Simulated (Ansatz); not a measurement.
**YIr2Si2 (I4/mmm): equation of state**

An exercise on one series of results from a longer session: the logs are not shown, and one member is left open.

The COD entry's cell or inner coordinates are ideal or old and differ from later refinements, so a difference from it is no clean test against experiment.

Program: Ansatz 0.2.0. Level of theory: DFT LDA, scalar-relativistic, plane waves, PAW. These are calculated values, not measurements.

### The system as given

The structure is tetragonal, space group I4/mmm (No. 139). The conventional cell has a = 4.015 Å, b = 4.015 Å, c = 9.835 Å, α = 90.00°, β = 90.00°, γ = 90.00°. Y (site symmetry 4/mmm) has 8 Si at 3.08 Å and 8 Ir at 3.17 Å as nearest neighbours. Si (site symmetry 4mm) is surrounded by 4 Ir at 2.37 Å and 1 Si at 2.38 Å and 4 Y at 3.08 Å. Ir (site symmetry -4m2) has 4 Si at 2.37 Å as nearest neighbours.

Structure file:

```
Y Si Ir
1.0
    -2.00730    2.00730    4.91768
     2.00730   -2.00730    4.91768
     2.00730    2.00730   -4.91768
Y Si Ir
1 2 2
Direct
  0.00000 0.00000 0.00000
  0.37882 0.37882 0.00000
  0.62118 0.62118 0.00000
  0.75000 0.25000 0.50000
  0.25000 0.75000 0.50000
```

An earlier run at LDA left this cell at 15.852 Å³/atom and -0.01 GPa (14×14×14 mesh).

Volume factors to run: 0.980, 1.020, 0.960, 1.040.

The first run:

The input, input.yaml:

```yaml
crystal:
  lattice:
    - [-1.9938247821, 1.9938247821, 4.8846722203]
    - [1.9938247821, -1.9938247821, 4.8846722203]
    - [1.9938247821, 1.9938247821, -4.8846722203]
  atoms:
    - { symbol: "Y", position: [0.0, 0.0, 0.0] }
    - { symbol: Si, position: [0.3788168885, 0.3788168885, 0.0] }
    - { symbol: Si, position: [0.6211831115, 0.6211831115, 0.0] }
    - { symbol: Ir, position: [0.75, 0.25, 0.5] }
    - { symbol: Ir, position: [0.25, 0.75, 0.5] }
basis:
  ecutwfc: 420
  ecutrho_ratio: 4
kpoints:
  mp_grid: { grid: [14, 14, 14] }
hamiltonian:
  xc: lda
scf:
  occupations: { method: gaussian, width: 0.05 }
output:
  forces: true
  stress: true
  eigenvalues: true
relax:
  f_tol: 0.01
  max_steps: 40
  cell: { stress_tol: 0.1, fix: [volume] }
```

Started as:

```
$ ansatz run input.yaml --threads 2 --pin off --max-ram 5120MiB --backend cpu --events-out ev --progress --plain --runs-dir out
```

Among the steps run: At 0.980 of the relaxed volume; At 1.020 of the relaxed volume; Scaling the volume by 0.960; At 1.040 of the relaxed volume.

One of the session's tables, all rows but one given; the rest of the session is left out.

It belongs to the step «Energy and pressure against volume». 

```
volume (Å³/atom)  energy (meV/atom)  pressure (GPa)
          15.218              16.91            8.90
          15.535               4.05            4.19
          15.852               0.00           -0.01
          16.169                  ?               ?
          16.486              14.60           -7.07
```

**Question.** Estimate the row for volume (Å³/atom) = 16.169.

Worked estimate for «energy (meV/atom)». A straight line through the neighbours (15.852, 0.00) and (16.486, 14.60) gives 0.00 + (14.60 − 0.00) × (16.169 − 15.852) / (16.486 − 15.852) = 7.30; a parabola fitted to 3 rows on both sides gives 3.52.

The run gave: energy (meV/atom): 3.81; pressure (GPa): -3.75. In «energy (meV/atom)» the line misses by +3.49 and the parabola by -0.29.
